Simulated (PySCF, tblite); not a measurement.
**CH₈O₂SeSi₂: geometry, infrared bands and NMR shifts**

What infrared bands and NMR shifts should CH₈O₂SeSi₂ (`O[SiH2]OC[Se][SiH3]`) show?

Programs: tblite 0.8.0 and PySCF 2.14.0, with density-fitted response routines of our own. Each step states its level of theory. These are calculated values for one molecule in the gas phase, unless marked as measured. Atoms count from 0, in the outputs and in this text.

## Step 1: The starting structure

14 atoms, charge 0, multiplicity 1; geometry from: force field or distance geometry start.

Bonds of the start (Å): O0–Si1 1.72, Si1–O2 1.74, O2–C3 1.40, C3–Se4 1.91, Se4–Si5 2.25, O0–H6 1.01, Si1–H7 1.47, Si1–H8 1.47, C3–H9 1.12, C3–H10 1.12, Si5–H11 1.47, Si5–H12 1.46, Si5–H13 1.50.

## Step 2: Optimising the geometry with GFN2-xTB

The job: settings as JSON, then the geometry in Å.

```
{"job": {"kind": "relax", "xc": "GFN2-xTB", "basis": "xTB"}, "charge": 0, "multiplicity": 1}
O     -2.575500    -1.176900    -0.192000
Si    -2.427000     0.522800    -0.394800
O     -1.001000     1.145200     0.377300
C      0.041800     0.968100    -0.541300
Se     1.726300     1.589700     0.108300
Si     3.131600    -0.002800     0.862000
H     -3.269200    -1.304300     0.532300
H     -2.341300     0.806600    -1.838000
H     -3.606000     1.249300     0.095100
H     -0.265200     1.584300    -1.419600
H      0.011300    -0.102400    -0.857500
H      2.526700    -0.951400     1.802700
H      3.832100    -0.736800    -0.186500
H      4.214800     0.688100     1.629700
```

On the command line:

```console
> OMP_NUM_THREADS=1 python probes_run.py task.json out
```

This one command runs all jobs of the session in turn.

Log:

```text
step      E/eV     max force
  0    -573.39240    2.955
  1    -573.67748    1.721
  2    -573.85561    1.245
  3    -573.90039    0.899
  4    -573.96359    0.913
  5    -573.99667    0.828
  6    -574.07769    0.636
  7    -574.10557    0.452
  8    -574.13077    0.459
  9    -574.15238    0.593
 10    -574.18225    0.651
 11    -574.21434    0.556
 12    -574.24760    0.486
 13    -574.27111    0.426
 14    -574.28887    0.404
 15    -574.30718    0.370
 16    -574.31749    0.265
 17    -574.32569    0.273
 18    -574.33624    0.303
 19    -574.34646    0.301
 20    -574.35519    0.202
 21    -574.36137    0.169
 22    -574.36542    0.157
 23    -574.36913    0.178
 24    -574.37306    0.148
 25    -574.37618    0.126
 26    -574.37855    0.139
 27    -574.38050    0.145
 28    -574.38238    0.154
 29    -574.38414    0.121
 30    -574.38548    0.073
 31    -574.38645    0.078
 32    -574.38738    0.089
 33    -574.38840    0.084
 34    -574.38939    0.087
 35    -574.39029    0.101
 36    -574.39134    0.117
 37    -574.39274    0.105
 38    -574.39478    0.137
 39    -574.39712    0.177
 40    -574.39972    0.146
 41    -574.40168    0.287
 42    -574.40358    0.208
 43    -574.40559    0.170
 44    -574.40791    0.215
 45    -574.40922    0.095
 46    -574.41082    0.121
 47    -574.41216    0.124
 48    -574.41318    0.080
 49    -574.41392    0.081
 50    -574.41429    0.047
 51    -574.41455    0.048
 52    -574.41488    0.048
 53    -574.41532    0.074
 54    -574.41573    0.088
 55    -574.41614    0.082
 56    -574.41664    0.065
 57    -574.41736    0.060
 58    -574.41821    0.072
 59    -574.41902    0.097
 60    -574.41989    0.109
 61    -574.42109    0.092
 62    -574.42267    0.104
 63    -574.42392    0.202
 64    -574.42527    0.286
 65    -574.42695    0.098
 66    -574.42849    0.091
 67    -574.43206    0.101
 68    -574.43467    0.429
 69    -574.44040    0.259
 70    -574.44459    0.138
 71    -574.44697    0.224
 72    -574.45018    0.133
 73    -574.45209    0.130
 74    -574.45443    0.138
 75    -574.45682    0.137
 76    -574.45878    0.130
 77    -574.46104    0.112
 78    -574.46443    0.149
 79    -574.46991    0.180
 80    -574.47530    0.170
 81    -574.47934    0.149
 82    -574.48108    0.178
 83    -574.48307    0.179
 84    -574.48573    0.095
 85    -574.48746    0.084
 86    -574.49011    0.156
 87    -574.49363    0.142
 88    -574.49948    0.204
 89    -574.50695    0.179
 90    -574.51405    0.226
 91    -574.51879    0.200
 92    -574.52419    0.193
 93    -574.52747    0.164
 94    -574.53236    0.170
 95    -574.53663    0.159
 96    -574.54210    0.188
 97    -574.54823    0.224
 98    -574.55466    0.218
 99    -574.56039    0.249
100    -574.56615    0.242
101    -574.57111    0.223
102    -574.57525    0.235
103    -574.58194    0.226
104    -574.58981    0.328
105    -574.59751    0.420
106    -574.60972    0.483
107    -574.62180    0.379
108    -574.63082    0.246
109    -574.63893    0.255
110    -574.63510    0.411
111    -574.64790    0.273
112    -574.65195    0.173
113    -574.65552    0.173
114    -574.65946    0.186
115    -574.66064    0.169
116    -574.66208    0.142
117    -574.66361    0.111
118    -574.66454    0.103
119    -574.66613    0.111
120    -574.66747    0.084
121    -574.66870    0.101
122    -574.66975    0.102
123    -574.67074    0.119
124    -574.67165    0.101
125    -574.67236    0.111
126    -574.67308    0.079
127    -574.67406    0.113
128    -574.67547    0.126
129    -574.67711    0.105
130    -574.67862    0.090
131    -574.67948    0.077
132    -574.68008    0.068
133    -574.68041    0.051
134    -574.68070    0.057
135    -574.68090    0.058
136    -574.68135    0.060
137    -574.68185    0.056
138    -574.68241    0.057
139    -574.68277    0.037
140    -574.68294    0.063
141    -574.68306    0.031
142    -574.68324    0.047
143    -574.68385    0.080
144    -574.68455    0.085
145    -574.68594    0.099
146    -574.68769    0.118
147    -574.68957    0.188
148    -574.65509    1.490
149    -574.69217    0.100
150    -574.69309    0.068
151    -574.69497    0.063
152    -574.69577    0.252
153    -574.69655    0.067
154    -574.69715    0.060
155    -574.69896    0.103
156    -574.70034    0.124
157    -574.70218    0.082
158    -574.70322    0.144
159    -574.70250    0.245
160    -574.70420    0.066
161    -574.70451    0.067
162    -574.70512    0.118
163    -574.70554    0.127
164    -574.70600    0.114
165    -574.70645    0.098
166    -574.70692    0.083
167    -574.70743    0.046
168    -574.70768    0.153
169    -574.70817    0.031
170    -574.70832    0.024
171    -574.70842    0.036
172    -574.70849    0.034
173    -574.70855    0.020
174    -574.70857    0.007
```

Wall time 5.5 s (1 thread of Intel Xeon at 2.50GHz, shared host); peak memory 0.18 GiB.

The steps of the relaxation: (not every step is listed)

```csv
step,energy from step 0 (eV),largest force (eV/Å)
0,0.0000,2.9546
1,-0.2851,1.7206
2,-0.4632,1.2453
3,-0.5080,0.8989
4,-0.5712,0.9127
5,-0.6043,0.8282
6,-0.6853,0.6362
7,-0.7132,0.4516
8,-0.7384,0.4587
24,-0.9807,0.1480
40,-1.0073,0.1458
56,-1.0242,0.0651
72,-1.0578,0.1328
88,-1.1071,0.2041
104,-1.1974,0.3282
120,-1.2751,0.0840
136,-1.2889,0.0604
152,-1.3034,0.2520
168,-1.3153,0.1530
169,-1.3158,0.0308
170,-1.3159,0.0238
171,-1.3160,0.0363
172,-1.3161,0.0343
173,-1.3161,0.0200
174,-1.3162,0.0073
```

Distances of close pairs at the start and the end, largest changes first:

```csv
bond,before (Å),after (Å),change (Å)
O0–Si1,1.718,1.614,-0.104
Si1–O2,1.737,1.639,-0.098
C3–Se4,1.909,1.983,+0.074
O0–H6,1.011,0.954,-0.057
Si5–H13,1.497,1.456,-0.040
O2–C3,1.401,1.361,-0.040
Se4–Si5,2.254,2.283,+0.029
C3–H10,1.117,1.095,-0.022
```

The next job starts from the end point, and lists it.

## Step 3: Harmonic vibrations with GFN2-xTB

The job: settings as JSON, then the geometry in Å.

```
{"job": {"kind": "ir", "xc": "GFN2-xTB", "basis": "xTB"}, "charge": 0, "multiplicity": 1}
O     -2.450707    -0.931558     0.582304
Si    -1.874220     0.452217    -0.015541
O     -0.477577     0.015150    -0.753232
C      0.397051     0.832649    -1.400338
Se     1.512771     1.903823    -0.159400
Si     2.069145     0.150567     1.192393
H     -2.327849    -1.759009     0.123280
H     -2.745696     1.043552    -1.031574
H     -1.662149     1.299549     1.146504
H     -0.103363     1.559383    -2.048343
H      1.090453     0.224791    -1.990042
H      0.883048    -0.309494     1.906253
H      2.611914    -0.904645     0.337698
H      3.076504     0.702578     2.087873
```

Log:

```text
mode    cm-1     km/mol
  1      36.3      1.93
  2      60.8      1.97
  3      72.0      0.37
  4      88.6      0.40
  5     121.0      4.20
  6     167.5     73.79
  7     213.1      9.75
  8     251.0     56.08
  9     364.6     54.28
 10     371.8      7.71
 11     512.7     35.84
 12     525.9     26.86
 13     554.0     17.96
 14     572.0     84.71
 15     608.4     63.63
 16     723.3     81.33
 17     739.3    223.66
 18     744.0    470.24
 19     757.4    105.88
 20     774.5    163.75
 21     808.8    212.83
 22     819.3    417.80
 23     884.0      8.53
 24     935.6    253.83
 25    1136.0    376.96
 26    1214.4     24.94
 27    1257.8     35.58
 28    1446.2      0.01
 29    2241.8    332.52
 30    2267.6    213.35
 31    2300.7    190.04
 32    2323.4    235.42
 33    2334.9    138.47
 34    2910.6     25.72
 35    2922.5     27.96
 36    3659.7     28.81
```

It took 1.7 s on 1 thread of Intel Xeon at 2.50GHz, shared host; peak memory 0.18 GiB.

Which atoms move in the most intense modes:

```csv
cm⁻¹,km/mol,atoms
739,223.7,"H13 53 %, H12 38 %"
744,470.2,"H13 33 %, H11 33 %, H12 19 %"
819,417.8,"H6 58 %, H8 17 %"
936,253.8,"O0 54 %, Si1 40 %"
1136,377.0,"O2 45 %, C3 43 %"
2242,332.5,H7 93 %
2268,213.3,H12 96 %
2323,235.4,H13 95 %
```

## Step 4: Nuclear shieldings: PBE0/pcSseg-1

The job, as its differences from that of step 3:

```diff
@@ -1,2 +1,2 @@
-{"job": {"kind": "ir", "xc": "GFN2-xTB", "basis": "xTB"}, "charge": 0, "multiplicity": 1}
+{"job": {"kind": "nmr", "xc": "PBE0", "basis": "pcSseg-1"}, "charge": 0, "multiplicity": 1}
 O     -2.450707    -0.931558     0.582304
```

Method: GIAO PBE0/pcSseg-1 NMR shielding, non-relativistic, gas phase.

Log:

```text
coarse grid: 55472 points
cycle   1  E = -3172.7958998253  dE = -3.742e-01  |g| = 1.106e+00  |ddm| = 3.503e+00
cycle   2  E = -3172.6179127432  dE =  1.780e-01  |g| = 1.387e+00  |ddm| = 1.621e+00
cycle   3  E = -3172.9393722462  dE = -3.215e-01  |g| = 2.071e-01  |ddm| = 1.194e+00
cycle   4  E = -3172.9465009835  dE = -7.129e-03  |g| = 4.033e-02  |ddm| = 1.856e-01
cycle   5  E = -3172.9467565563  dE = -2.556e-04  |g| = 2.572e-02  |ddm| = 6.208e-02
cycle   6  E = -3172.9468866676  dE = -1.301e-04  |g| = 2.779e-03  |ddm| = 2.108e-02
cycle   7  E = -3172.9468880216  dE = -1.354e-06  |g| = 1.304e-03  |ddm| = 4.157e-03
final grid: 113528 points
cycle   8  E = -3172.9469162977  dE =  1.251e-07  |g| = 1.614e-03  |ddm| = 3.164e-03
cycle   9  E = -3172.9469159593  dE =  3.384e-07  |g| = 2.135e-03  |ddm| = 3.490e-03
cycle  10  E = -3172.9469168589  dE = -8.996e-07  |g| = 1.966e-04  |ddm| = 1.866e-03
cycle  11  E = -3172.9469168676  dE = -8.686e-09  |g| = 2.116e-05  |ddm| = 1.843e-04
cycle  12  E = -3172.9469168677  dE = -7.913e-11  |g| = 4.046e-06  |ddm| = 2.433e-05
converged SCF energy = -3172.9469168677

GIAO shielding tensors (ppm)
atom      isotropic    diamagn.    paramagn.     s11        s22        s33       span
  0 O      304.473     388.678     -84.205    262.693    303.948    346.777     84.084
  1 Si     379.178     880.448    -501.271    352.845    376.546    408.142     55.297
  2 O      270.770     400.636    -129.867    220.956    271.754    319.600     98.644
  3 C      120.529     240.829    -120.300     77.291    125.413    158.883     81.592
  4 Se    1902.591    3002.432   -1099.841   1358.789   1771.395   2577.588   1218.798
  5 Si     413.052     879.434    -466.381    370.911    413.965    454.282     83.371
  6 H       29.976      32.438      -2.462     21.739     25.725     42.465     20.726
  7 H       26.720      29.207      -2.487     22.999     24.829     32.334      9.335
  8 H       26.641      30.238      -3.596     22.704     26.923     30.297      7.593
  9 H       26.513      28.878      -2.366     19.880     26.924     32.733     12.853
 10 H       26.089      29.001      -2.912     18.539     26.844     32.885     14.346
 11 H       26.961      30.135      -3.173     22.092     26.383     32.409     10.317
 12 H       26.978      29.295      -2.317     23.219     24.458     33.256     10.036
 13 H       27.170      28.430      -1.259     23.400     24.517     33.593     10.193
```

Run time: 93 s. Hardware: 1 thread of Intel Xeon at 2.50GHz, shared host; peak memory 0.86 GiB.

Shifts follow as δ = σ(reference) − σ, with reference shieldings (ppm) from runs at the same level and on the same kind of geometry: 1H TMS 31.72, 13C TMS 186.9, 29Si TMS 349.2, 17O H2O 336.1, 77Se Me2Se 1758. The references are single molecules in the gas phase, so shifts against H2O, NH3, PH3, H3PO4 or CFCl3 are not on the usual liquid scales and can be off by tens of ppm. Atoms listed in one row are averaged.

```csv
atoms,environment,σ (ppm),δ (ppm)
C3,sp3 CH2 bonded to O and Se,120.5,66.4
"H9, H10",hydrogen on an sp3 CH2 bonded to O and Se,26.30,5.42
"H7, H8",hydrogen on a silicon bonded to 2 O,26.68,5.04
"H11, H12, H13",hydrogen on a silicon bonded to Se,27.04,4.68
H6,hydrogen on an oxygen bonded to Si,29.98,1.74
O2,"oxygen bonded to C, Si",270.8,65.3
O0,"oxygen bonded to Si, H",304.5,31.6
Si1,"silicon bonded to 2 O, 2 H",379.2,-30.0
Si5,"silicon bonded to Se, 3 H",413.1,-63.9
Se4,"selenium bonded to C, Si",1903,-144
```

The run also stored atomic charges by several schemes (e):

```csv
atoms,Mulliken,IAO,Hirshfeld,ESP fit
O0,-0.55,-0.79,-0.31,-0.71
Si1,0.97,1.22,0.44,0.88
O2,-0.62,-0.63,-0.22,-0.32
C3,0.03,-0.15,-0.01,-0.37
Se4,-0.41,-0.15,-0.07,-0.20
Si5,0.51,0.49,0.27,0.20
```

Mayer bond orders: O0–Si1 1.07, Si1–O2 0.89, O2–C3 0.93, C3–Se4 1.00, Se4–Si5 0.93.

## Step 5: Summary of results

| quantity | value |
| --- | --- |
| strongest single infrared mode (GFN2-xTB) | 744 cm⁻¹, 470 km/mol |
| zero-point energy (GFN2-xTB) | 53.9 kcal/mol |
| 13C shifts against TMS (PBE0/pcSseg-1) | 66.4 ppm |
| 1H shifts against TMS (PBE0/pcSseg-1, means over atoms taken as alike) | 5.42, 5.04, 4.68, 1.74 ppm |
| 17O shifts against H2O (PBE0/pcSseg-1) | 65.3, 31.6 ppm |
| 29Si shifts against TMS (PBE0/pcSseg-1) | -30.0, -63.9 ppm |
| 77Se shifts against Me2Se (PBE0/pcSseg-1) | -144 ppm |

In words: Over 174 steps the energy fell by 1.316 eV; of the close pairs, O0–Si1 changed most, 1.718 to 1.614 Å. All 36 modes are real, so the xTB geometry is a minimum. The strongest single mode, at 744 cm⁻¹, is carried by H13, H11, H12. Unscaled tight-binding wavenumbers are off by several per cent, some by more. Its intensities can rank the bands wrongly. The most deshielded hydrogen is H9, H10 (mean) (hydrogen on an sp3 CH2 bonded to O and Se), at 5.42 ppm: its carbon carries O, an electronegative neighbour. At PBE0/pcSseg-1: Shielding is most anisotropic at Se4 (span 1219 ppm, paramagnetic term -1100 ppm). Spin-orbit coupling is left out, which matters for shieldings and couplings at and beside the heavy atoms.
